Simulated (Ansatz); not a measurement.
# C2H3FI2: one species, many methods

An exercise on one series of results from a longer session: the logs are not shown, and one member is left open.

The runs use Ansatz 0.2.0, Gaussian basis; functionals in def2-TZVPP, the program's frozen cores in correlated methods.

The runs, in order: LDA (SPW92), PBE-D4, revPBE-D4, BLYP-D4, r2SCAN-D4, B97M-V, PBE0-D4, B3LYP-D4, r2SCANh-D4, r2SCAN0-D4, HSE06-D4, BHLYP-D4, CAM-B3LYP-D4, LC-ωPBE, ωB97X-V, ωB97M-V, B2PLYP, PBE-QIDH; CCSD(T)/def2-SVP; CCSD(T)/def2-TZVPP; MP2/def2-QZVPP; extrapolation to the limit; RPA on PBE.

## The relaxed structure

An earlier PBE0-D4 in a triple-zeta def2 set relaxation fixed the geometry. I takes the def2 core potential; no spin-orbit term is included.

SMILES `FC(I)CI`, 8 atoms, charge 0, spin multiplicity 1.

Atoms are counted from 1 here; the program's logs count them from 0.

Bond lengths: F1–C2 1.352 Å, C2–I3 2.172 Å, C2–C4 1.493 Å, C2–H6 1.089 Å, C4–I5 2.149 Å, C4–H7 1.086 Å, C4–H8 1.087 Å. Angles: F1–C2–I3 108.6°, F1–C2–C4 111.7°, F1–C2–H6 109.3°, I3–C2–C4 108.1°, I3–C2–H6 104.8°, C4–C2–H6 113.9°, C2–C4–I5 110.6°, C2–C4–H7 111.1°, C2–C4–H8 111.6°, I5–C4–H7 106.1°, I5–C4–H8 106.7°, H7–C4–H8 110.6°.

Coordinates:

```
F    -0.64111   -0.24219    1.60474
C     0.31282   -0.05512    0.66479
I     1.66172   -1.75717    0.69807
C    -0.27307    0.04713   -0.70502
I    -1.48707    1.81183   -0.87796
H     0.93195    0.79623    0.94378
H     0.50524    0.14135   -1.45657
H    -0.91838   -0.79905   -0.92753
```

The first run:

Input file in.yaml:

```yaml
crystal:
  periodic: [false, false, false]
  atoms:
    - {symbol: F, position_ang: [-0.641110, -0.242192, 1.604741]}
    - {symbol: C, position_ang: [0.312822, -0.055122, 0.664793]}
    - {symbol: I, position_ang: [1.661720, -1.757169, 0.698068]}
    - {symbol: C, position_ang: [-0.273066, 0.047125, -0.705017]}
    - {symbol: I, position_ang: [-1.487071, 1.811829, -0.877962]}
    - {symbol: H, position_ang: [0.931948, 0.796227, 0.943779]}
    - {symbol: H, position_ang: [0.505239, 0.141347, -1.456569]}
    - {symbol: H, position_ang: [-0.918381, -0.799046, -0.927533]}
basis:
  gaussian: {orbitals: def2-TZVPP}
hamiltonian: {xc: lda}
output: {orbitals: {seedname: orbitals}}
```

Steps of the session up to this table: LDA; PBE-D4 (GGA); revPBE-D4 (GGA); BLYP-D4 (GGA); r2SCAN-D4 (meta-GGA); B97M-V (meta-GGA); PBE0-D4 (hybrid); B3LYP-D4 (hybrid); r2SCANh-D4 (hybrid); r2SCAN0-D4 (hybrid); HSE06-D4 (hybrid); BHLYP-D4 (hybrid); CAM-B3LYP-D4 (range-separated); LC-ωPBE-D4 (range-separated; the results give it without D4); ωB97X-V (range-separated); ωB97M-V (range-separated); B2PLYP (double hybrid); PBE-QIDH (double hybrid).

One of the session's tables, all rows but one given; the rest of the session is left out.

It belongs to the step «Orbital energies across the functionals». 

```
  functional  HOMO (eV)  LUMO (eV)  gap (eV)
 LDA (SPW92)      -6.64      -2.86      3.77
      PBE-D4          ?          ?         ?
   revPBE-D4      -6.42      -2.55      3.87
     BLYP-D4      -6.30      -2.52      3.77
   r2SCAN-D4      -6.77      -2.51      4.27
      B97M-V      -6.77      -2.37      4.40
     PBE0-D4      -7.64      -1.78      5.86
    B3LYP-D4      -7.39      -2.00      5.39
  r2SCANh-D4      -7.20      -2.19      5.01
  r2SCAN0-D4      -7.83      -1.71      6.12
    HSE06-D4      -7.25      -2.15      5.10
    BHLYP-D4      -8.63      -0.81      7.82
CAM-B3LYP-D4      -8.91      -0.73      8.19
     LC-ωPBE     -10.28       0.41     10.69
     ωB97X-V      -9.94       0.31     10.25
     ωB97M-V      -9.81       0.18      9.99
```

Q: Estimate the row for PBE-D4 from the others.

As computed: HOMO (eV): -6.48; LUMO (eV): -2.64; gap (eV): 3.84. In the column «HOMO (eV)» it lies between LDA (SPW92) (-6.64) and revPBE-D4 (-6.42).
